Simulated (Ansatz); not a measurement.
# ClGaH5NO: the cost of one run

Program: Ansatz 0.2.0. Level of theory: RKS LDA/def2-SVP. These are calculated values, not measurements.

## (1) The starting structure

Bond lengths: Ga1–O3 1.790 Å, O3–H4 1.010 Å, Ga1–Cl5 2.240 Å, Ga1–N6 2.230 Å, N6–H7 1.060 Å, N6–H8 1.060 Å. Angles: Ga1–O3–H4 109.5°, O3–Ga1–Cl5 120.0°, O3–Ga1–N6 105.4°, Cl5–Ga1–N6 92.8°, Ga1–N6–H7 120.0°, Ga1–N6–H8 120.0°, H7–N6–H8 120.0°.

Coordinates:

```xyz
9

Ga    0.0000    0.0000    0.0000
H     0.0000    0.0000    1.9200
O     1.5501    0.0000   -0.8950
H     1.8500   -0.9519   -1.0499
Cl   -1.9398    0.0000   -1.1200
N    -0.2789    2.0978    0.7032
H    -1.2096    2.5849    0.5615
H     0.5192    2.6078    1.1791
H    -0.1360    1.0226    1.8459
```

## (2) A restrained relaxation towards end A

Springs on the bonds that form and break draw the guess towards this end; the thresholds are loose.

File input.yaml:

```yaml
crystal:
  periodic: [false, false, false]
  atoms:
    - { symbol: Ga, position_ang: [0.0, 0.0, 0.0] }
    - { symbol: H, position_ang: [0.0, 0.0, 1.92] }
    - { symbol: O, position_ang: [1.5501, 0.0, -0.895] }
    - { symbol: H, position_ang: [1.85, -0.9519, -1.0499] }
    - { symbol: Cl, position_ang: [-1.9398, 0.0, -1.12] }
    - { symbol: "N", position_ang: [-0.2789, 2.0978, 0.7032] }
    - { symbol: H, position_ang: [-1.2096, 2.5849, 0.5615] }
    - { symbol: H, position_ang: [0.5192, 2.6078, 1.1791] }
    - { symbol: H, position_ang: [-0.136, 1.0226, 1.8459] }
basis:
  gaussian: { orbitals: def2-SVP }
hamiltonian:
  xc: lda
relax:
  f_tol: 0.15
  max_steps: 25
  restrain:
    - { distance: [0, 5], at: 3.13, k: 30.0 }
    - { distance: [8, 1], at: 1.86, k: 30.0 }
    - { distance: [0, 1], at: 1.57, k: 30.0 }
    - { distance: [8, 5], at: 1.06, k: 30.0 }
```

On the command line:

```console
ansatz run input.yaml --threads 2 --pin off --max-ram 3072MiB --backend cpu --events-out ev --progress --plain --runs-dir out
```

Q: Estimate wall time and peak memory on 2 threads of Intel Xeon Platinum 8488C (Sapphire Rapids), shared host.

About 12 s, with a peak of 0.16 GiB.
